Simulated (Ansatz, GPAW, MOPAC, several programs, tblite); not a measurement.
Many methods on one cell: GeOSe (Janus 1T monolayer)

GeOSe as a Janus 1T monolayer, relaxed with r2SCAN in Ansatz, was computed with several methods. In-plane lattice: a = 3.247 Å, b = 3.247 Å, γ = 120.0°; thickness between the outer nuclei 2.47 Å. Ge is surrounded by 3 O at 2.07 Å and 3 Se at 2.47 Å; O is surrounded by 3 Ge at 2.07 Å; Se is surrounded by 3 Ge at 2.47 Å. Note: simulated data, non-magnetic, for a generated structure that need not be the stable one.

```
Ge O Se
1.0
     3.24706    0.00000    0.00000
    -1.62353    2.81204    0.00000
     0.00000    0.00000   28.84124
Ge O Se
1 1 1
Direct
  0.00000 0.00000 0.32053
  0.33333 0.66667 0.35062
  0.66667 0.33333 0.26501
```
Periodic in the plane only; c spans the vacuum.

Gaps and times are for a single point on this cell. Times are rough, from shared hosts (Arm Neoverse V2), and each method has its own mesh and cell size. PM6 (MOPAC), PM7 (MOPAC), GFN1-xTB (tblite), GFN2-xTB (tblite) treat a cluster of cells at its zone centre, which samples few k points: where these miss a band edge, the gap comes out too large for that reason alone. Gaps from k meshes are read at a limited set of points (mesh, symmetry points, PBE's band edges), so each method's own least gap may be somewhat smaller. xTB and the PM methods were fitted mostly to molecules, and can miss a solid's gap by electronvolts. Minimal bases can be far off for gaps. d marks a direct gap, i an indirect one (no mark: not told apart), a dash a value that wasn't computed or didn't pass its checks.

```json
{"method": "PM6 (MOPAC)", "kind": "semi-empirical", "gap (eV)": "3.42", "atoms computed": "27", "processor time": "0.26 s"}
{"method": "PM7 (MOPAC)", "kind": "semi-empirical", "gap (eV)": "3.34", "atoms computed": "27", "processor time": "0.84 s"}
{"method": "GFN1-xTB (tblite)", "kind": "tight binding", "gap (eV)": "0.07", "atoms computed": "27", "processor time": "0.88 s"}
{"method": "GFN2-xTB (tblite)", "kind": "tight binding", "gap (eV)": "0.29", "atoms computed": "27", "processor time": "1 s"}
{"method": "light PBE (260 eV and a coarse mesh)", "kind": "light plane-wave", "gap (eV)": "overlap 0.50", "atoms computed": "3", "processor time": "3.4 s"}
{"method": "PBE/single zeta (GPAW)", "kind": "small basis", "gap (eV)": "overlap 0.11", "atoms computed": "3", "processor time": "5 s"}
{"method": "PBE", "kind": "semilocal", "gap (eV)": "overlap 0.55", "atoms computed": "3", "processor time": "12 s"}
{"method": "r2SCAN", "kind": "semilocal", "gap (eV)": "overlap 0.32", "atoms computed": "3", "processor time": "31 s"}
```

With PBE and r2SCAN the bands overlap or touch, or nearly. Semilocal functionals can close a real gap, so this doesn't show a metal; small gaps of other methods may in turn close between the points read or with spin-orbit coupling, and the solid may be a semimetal.

The runs are scalar-relativistic, without spin-orbit coupling.
